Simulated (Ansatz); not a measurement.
I need a geometry optimisation of C3H8NPSi, SMILES C=C/C=N/[SiH2]P. Use the Python package of Ansatz (0.2.0). Use: PBE0, 6-31G* basis, multiplicity 1.

`c3h8npsi.xyz`
```text
14

C     2.47470    0.80130    0.64280
C     1.97760   -0.40340    0.94380
C     0.59570   -0.78750    0.55880
N    -0.20430   -0.00270   -0.07910
Si   -1.77970   -0.63710   -0.43710
P    -2.86440    0.94580   -1.51610
H     1.88480    1.53990    0.10660
H     3.48450    1.07520    0.92700
H     2.56100   -1.14340    1.47810
H     0.32200   -1.81410    0.87420
H    -1.62280   -1.84700   -1.27630
H    -2.45380   -0.97590    0.83700
H    -1.83280    1.25240   -2.43230
H    -2.54250    1.99650   -0.62730
```

Script `c3h8npsi_opt.py`:
```python
# -*- coding: utf-8 -*-
import itertools

import ansatz as az
from ase.data import atomic_numbers, covalent_radii
import numpy as np


def main():
    geometry = az.Crystal.molecule_from_extxyz("c3h8npsi.xyz")

    calc = geometry.calculation().basis(gaussian="6-31G*").functional("pbe0").accuracy("medium")
    symbols = [site.symbol for site in geometry.cartesian_sites]
    start = np.array([site.position_ang for site in geometry.cartesian_sites], dtype=float)
    def progress(event):
        if event["event"] == "relax_step":
            row = event["data"]
            print(f"step {row['step']:3d}  E = {row['lagrangian_ev']:.6f} eV  max force {row['allowed_force_max_ev_ang']:.4f} eV/A")


    data = calc.relax(force_tolerance=0.01, max_steps=100).session().plan().execute(on_event=progress).report
    end = np.array(data["positions_ang"])

    print(f"E = {data['free_energy_ev']:.6f} eV = {data['free_energy_ev'] / 27.211386246:.7f} Ha")
    print("converged:", data["converged"], " doubts:", data["published_state_doubts"] or "none")

    radius = [covalent_radii[atomic_numbers[s]] for s in symbols]
    span = lambda where, i, j: np.linalg.norm(where[i] - where[j])
    bonded = [(i, j) for i, j in itertools.combinations(range(len(symbols)), 2) if min(span(start, i, j), span(end, i, j)) < 1.2 * (radius[i] + radius[j])]
    print("pair        before    after (A)")
    for i, j in bonded:
        print(f"{symbols[i]}{i}-{symbols[j]}{j}".ljust(10), f"{span(start, i, j):8.4f} {span(end, i, j):8.4f}")
    for first, second in list(itertools.combinations(bonded, 2)):
        shared = set(first) & set(second)
        if shared and symbols[(j := shared.pop())] != "H":
            i, k = sorted((set(first) | set(second)) - {j})
            u, v = end[i] - end[j], end[k] - end[j]
            angle = np.degrees(np.arccos(np.clip(u @ v / np.linalg.norm(u) / np.linalg.norm(v), -1, 1)))
            print(f"final angle {symbols[i]}{i}-{symbols[j]}{j}-{symbols[k]}{k}: {angle:.2f} deg")


if __name__ == "__main__":
    main()
```

```console
$ python c3h8npsi_opt.py
step   1  E = -21883.198372 eV  max force 1.3283 eV/A
step   2  E = -21883.259114 eV  max force 0.4687 eV/A
step   3  E = -21883.317394 eV  max force 0.2188 eV/A
step   4  E = -21883.321715 eV  max force 0.1554 eV/A
step   5  E = -21883.325672 eV  max force 0.0995 eV/A
step   6  E = -21883.326684 eV  max force 0.0319 eV/A
step   7  E = -21883.326972 eV  max force 0.0292 eV/A
step   8  E = -21883.326946 eV  max force 0.0355 eV/A
step   9  E = -21883.327089 eV  max force 0.0088 eV/A
step  10  E = -21883.327077 eV  max force 0.0194 eV/A
step  11  E = -21883.327135 eV  max force 0.0029 eV/A
step  12  E = -21883.327257 eV  max force 0.0091 eV/A
step  13  E = -21883.327278 eV  max force 0.0199 eV/A
step  14  E = -21883.331221 eV  max force 0.0496 eV/A
step  15  E = -21883.333442 eV  max force 0.0853 eV/A
step  16  E = -21883.337790 eV  max force 0.1834 eV/A
step  17  E = -21883.336930 eV  max force 0.6003 eV/A
step  18  E = -21883.348632 eV  max force 0.1804 eV/A
step  19  E = -21883.361213 eV  max force 0.2674 eV/A
step  20  E = -21883.373663 eV  max force 0.5747 eV/A
step  21  E = -21883.408974 eV  max force 0.2636 eV/A
step  22  E = -21883.414719 eV  max force 0.1974 eV/A
step  23  E = -21883.420135 eV  max force 0.2922 eV/A
step  24  E = -21883.432759 eV  max force 0.3027 eV/A
step  25  E = -21883.433190 eV  max force 0.2820 eV/A
step  26  E = -21883.435782 eV  max force 0.1721 eV/A
step  27  E = -21883.439962 eV  max force 0.1273 eV/A
step  28  E = -21883.441796 eV  max force 0.0980 eV/A
step  29  E = -21883.443344 eV  max force 0.0904 eV/A
step  30  E = -21883.443998 eV  max force 0.0887 eV/A
step  31  E = -21883.445317 eV  max force 0.0635 eV/A
step  32  E = -21883.445459 eV  max force 0.0935 eV/A
step  33  E = -21883.445661 eV  max force 0.0244 eV/A
step  34  E = -21883.445671 eV  max force 0.0161 eV/A
step  35  E = -21883.445716 eV  max force 0.0242 eV/A
step  36  E = -21883.445738 eV  max force 0.0103 eV/A
step  37  E = -21883.445737 eV  max force 0.0161 eV/A
step  38  E = -21883.445751 eV  max force 0.0034 eV/A
E = -21883.445780 eV = -804.2017993 Ha
converged: True  doubts: none
pair        before    after (A)
C0-C1        1.3375   1.3361
C0-H6        1.0867   1.0868
C0-H7        1.0842   1.0858
C1-C2        1.4851   1.4714
C1-H8        1.0833   1.0885
C2-N3        1.2895   1.2755
C2-H9        1.1083   1.1048
N3-Si4       1.7357   1.7442
Si4-P5       2.2015   2.2558
Si4-H10      1.4808   1.4993
Si4-H11      1.4807   1.4873
P5-H12       1.4134   1.4232
P5-H13       1.4133   1.4227
final angle C1-C0-H6: 120.08 deg
final angle C1-C0-H7: 121.83 deg
final angle C0-C1-C2: 122.85 deg
final angle C0-C1-H8: 120.73 deg
final angle H6-C0-H7: 118.08 deg
final angle C2-C1-H8: 116.42 deg
final angle C1-C2-N3: 123.10 deg
final angle C1-C2-H9: 114.54 deg
final angle N3-C2-H9: 122.37 deg
final angle C2-N3-Si4: 122.87 deg
final angle N3-Si4-P5: 112.83 deg
final angle N3-Si4-H10: 112.06 deg
final angle N3-Si4-H11: 108.20 deg
final angle P5-Si4-H10: 107.21 deg
final angle P5-Si4-H11: 107.10 deg
final angle Si4-P5-H12: 94.88 deg
final angle Si4-P5-H13: 94.68 deg
final angle H10-Si4-H11: 109.29 deg
final angle H12-P5-H13: 93.78 deg
```

These settings explore the input space; basis and method may be short of convergence. The end point is the stationary point reached from this start; no frequency run checks that it is a minimum, and the basis set is modest. It ran for 3.1 min on 1 thread of AMD EPYC 9R14 (Zen 4), on a shared host, peak memory 0.36 GiB.

(A comment or docstring line of the script was reworded after the run, the code is as it ran; lines on the test bed's own set-up are left out of the output.)
